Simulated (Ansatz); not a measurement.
# B4As3N: the cost of one run

Code: Ansatz 0.2.0. PAW datasets, plane waves, zero pressure. Values at 0 K without nuclear motion; spin polarisation is off, and the phase may be a hypothetical one.

## (1) The system as given

This is the cell as the run starts from it, not yet at rest; its lengths are not the crystal's.

The symmetry is I-42m (No. 121, tetragonal); conventional cell a = 4.337 Å, c = 8.674 Å, 10.20 Å³ an atom. Near N stand 4 B at 1.88 Å; near B stand 3 As at 1.88 Å and 1 N at 1.88 Å; near As stand 4 B at 1.88 Å.

Structure file:

```xyz
8
Lattice="-2.1686 2.1686 4.3372 2.1686 -2.1686 4.3372 2.1686 2.1686 -4.3372" Properties=species:S:1:pos:R:3 pbc="T T T"
N     0.0000    0.0000    0.0000
B     1.0843    1.0843    3.2529
As    2.1686    0.0000    2.1686
B    -1.0843    1.0843    5.4215
As    0.0000    0.0000    4.3372
B     1.0843    1.0843   -1.0843
As    0.0000    2.1686    2.1686
B     1.0843   -1.0843    5.4215
```

## (2) Relaxing with PBE

The input, input.yaml:

```yaml
crystal:
  lattice:
    - [-2.1685853461, 2.1685853461, 4.3371706922]
    - [2.1685853461, -2.1685853461, 4.3371706922]
    - [2.1685853461, 2.1685853461, -4.3371706922]
  atoms:
    - { symbol: "N", position: [0.0, 0.0, 0.0] }
    - { symbol: B, position: [0.625, 0.625, 0.5] }
    - { symbol: As, position: [0.25, 0.75, 0.5] }
    - { symbol: B, position: [0.875, 0.375, 0.0] }
    - { symbol: As, position: [0.5, 0.5, 0.0] }
    - { symbol: B, position: [0.125, 0.125, 0.5] }
    - { symbol: As, position: [0.75, 0.25, 0.5] }
    - { symbol: B, position: [0.375, 0.875, 0.0] }
kpoints:
  mp_grid: { grid: [8, 8, 8] }
hamiltonian:
  xc: pbe
scf:
  occupations: { method: fermi_dirac, width: 0.02 }
relax:
  f_tol: 0.005
  cell: {}
```

The run is started by

```
ansatz run input.yaml --threads 4 --pin off --max-ram 6451MiB --backend cpu --events-out ev --progress --plain --runs-dir out
```

Q: Estimate wall time and peak memory on 4 threads of Arm Neoverse V2, shared host.

About 48 s, with a peak of 0.5 GiB.
